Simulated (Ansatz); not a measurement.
# Si62C: the cost of one run

Program: Ansatz 0.2.0. Level of theory: DFT PBE, plane waves, PAW, scalar-relativistic, no spin polarisation. These are calculated values, not measurements.

## (1) The system as given

The cell holds 63 atoms (CSi62): a = 10.860 Å, b = 10.860 Å, c = 10.860 Å, α = 90.00°, β = 90.00°, γ = 90.00°.

The coordinates stand in the first input below.

## (2) Relaxing end A

Input file input.yaml:

```yaml
crystal:
  lattice:
    - [10.86, 0.0, 0.0]
    - [0.0, 10.86, 0.0]
    - [0.0, 0.0, 10.86]
  atoms:
    - { symbol: Si, position: [0.500331, -0.0017778, -0.0013202] }
    - { symbol: Si, position: [0.6259386, 0.1211905, 0.1254023] }
    - { symbol: Si, position: [0.7491114, 0.2468988, -0.0031154] }
    - { symbol: Si, position: [0.8716974, 0.379208, 0.123345] }
    - { symbol: Si, position: [0.7493345, -0.0033327, 0.2511434] }
    - { symbol: Si, position: [0.8745756, 0.1205704, 0.3749429] }
    - { symbol: Si, position: [0.0044196, -0.005507, 0.0056609] }
    - { symbol: Si, position: [0.1246935, 0.1301192, 0.1223052] }
    - { symbol: Si, position: [0.2519962, 0.251125, -0.0004141] }
    - { symbol: Si, position: [0.3766494, 0.373264, 0.1244487] }
    - { symbol: Si, position: [0.4997884, 0.4978451, 0.0007938] }
    - { symbol: Si, position: [0.6198988, 0.6262179, 0.1295507] }
    - { symbol: Si, position: [0.7483028, 0.7481569, 0.0064748] }
    - { symbol: Si, position: [0.8775287, 0.8762124, 0.1253303] }
    - { symbol: Si, position: [0.2548868, -0.0013345, 0.2507639] }
    - { symbol: Si, position: [0.3750552, 0.1212885, 0.3776265] }
    - { symbol: Si, position: [0.4998342, 0.249035, 0.2486589] }
    - { symbol: Si, position: [0.6276433, 0.3767812, 0.3769353] }
    - { symbol: Si, position: [0.7529666, 0.5057512, 0.2479672] }
    - { symbol: C, position: [0.8771061, 0.6260907, 0.3776423] }
    - { symbol: Si, position: [0.4967073, -0.000216, 0.5035641] }
    - { symbol: Si, position: [0.6215028, 0.1241616, 0.6197853] }
    - { symbol: Si, position: [0.747806, 0.2487067, 0.5018663] }
    - { symbol: Si, position: [0.8758447, 0.3716771, 0.6264768] }
    - { symbol: Si, position: [0.7486097, -4.36e-05, 0.7483936] }
    - { symbol: Si, position: [0.874462, 0.1270181, 0.8771961] }
    - { symbol: Si, position: [-0.0010535, 0.5001234, 0.0014624] }
    - { symbol: Si, position: [0.1237694, 0.6277851, 0.1267141] }
    - { symbol: Si, position: [0.2495917, 0.7453389, -0.0039725] }
    - { symbol: Si, position: [0.3734268, 0.8741565, 0.1270233] }
    - { symbol: Si, position: [-0.0004475, 0.2481648, 0.244679] }
    - { symbol: Si, position: [0.1268565, 0.3751822, 0.3772449] }
    - { symbol: Si, position: [0.2527338, 0.5023879, 0.2504097] }
    - { symbol: Si, position: [0.3800381, 0.6273414, 0.3713147] }
    - { symbol: Si, position: [0.501744, 0.7472272, 0.2524634] }
    - { symbol: Si, position: [0.6247646, 0.8756156, 0.3783219] }
    - { symbol: Si, position: [0.0013289, 0.0016561, 0.4989261] }
    - { symbol: Si, position: [0.1227821, 0.1237372, 0.6274204] }
    - { symbol: Si, position: [0.2554406, 0.2519828, 0.5096722] }
    - { symbol: Si, position: [0.3734974, 0.3735308, 0.6280946] }
    - { symbol: Si, position: [0.5011255, 0.4988087, 0.499148] }
    - { symbol: Si, position: [0.6266546, 0.6257898, 0.6253886] }
    - { symbol: Si, position: [0.8743369, 0.8766424, 0.6237344] }
    - { symbol: Si, position: [0.2469096, 0.0021209, 0.7485961] }
    - { symbol: Si, position: [0.3726916, 0.1260068, 0.8765264] }
    - { symbol: Si, position: [0.4966378, 0.246231, 0.7560184] }
    - { symbol: Si, position: [0.6261175, 0.3754041, 0.8767028] }
    - { symbol: Si, position: [0.7494542, 0.500226, 0.7502536] }
    - { symbol: Si, position: [0.8743522, 0.6252266, 0.8750028] }
    - { symbol: Si, position: [0.0002526, 0.7519491, 0.2523092] }
    - { symbol: Si, position: [0.1233846, 0.8704026, 0.3772262] }
    - { symbol: Si, position: [0.0006348, 0.5014458, 0.4987967] }
    - { symbol: Si, position: [0.1263837, 0.6269674, 0.6293279] }
    - { symbol: Si, position: [0.2459117, 0.7492456, 0.4998632] }
    - { symbol: Si, position: [0.3770817, 0.8727168, 0.6234222] }
    - { symbol: Si, position: [-0.000988, 0.2501982, 0.7448056] }
    - { symbol: Si, position: [0.1275799, 0.3706698, 0.8765165] }
    - { symbol: Si, position: [0.2490921, 0.4990412, 0.7450397] }
    - { symbol: Si, position: [0.3762594, 0.6177231, 0.8722208] }
    - { symbol: Si, position: [0.5000474, 0.7497073, 0.7505774] }
    - { symbol: Si, position: [0.6217957, 0.879493, 0.8799878] }
    - { symbol: Si, position: [-0.0002886, 0.7488769, 0.7466386] }
    - { symbol: Si, position: [0.1267168, 0.8735335, 0.8721681] }
basis:
  ecutwfc: 420.0
kpoints:
  mp_grid: { grid: [1, 1, 1] }
hamiltonian:
  xc: pbe
  pseudopotentials: { kind: paw, azcp: { folder: soft_1 } }
scf:
  occupations: { method: fermi_dirac, width: 0.02 }
  lower_state_search: "off"
relax:
  f_tol: 0.03
  max_steps: 60
  adjacent_minimum: "off"
output:
  write_density: true
  write_potential: true
  elf: true
  volumetric_format: npy
```

Started as:

```bash
$ ansatz run input.yaml --threads 4 --pin off --max-ram 10240MiB --backend cpu --events-out ev --progress --plain --runs-dir out
```

What time and memory should one allow on 4 threads of Arm Neoverse V1, shared host?

About 45 s, with a peak of 1.1 GiB.
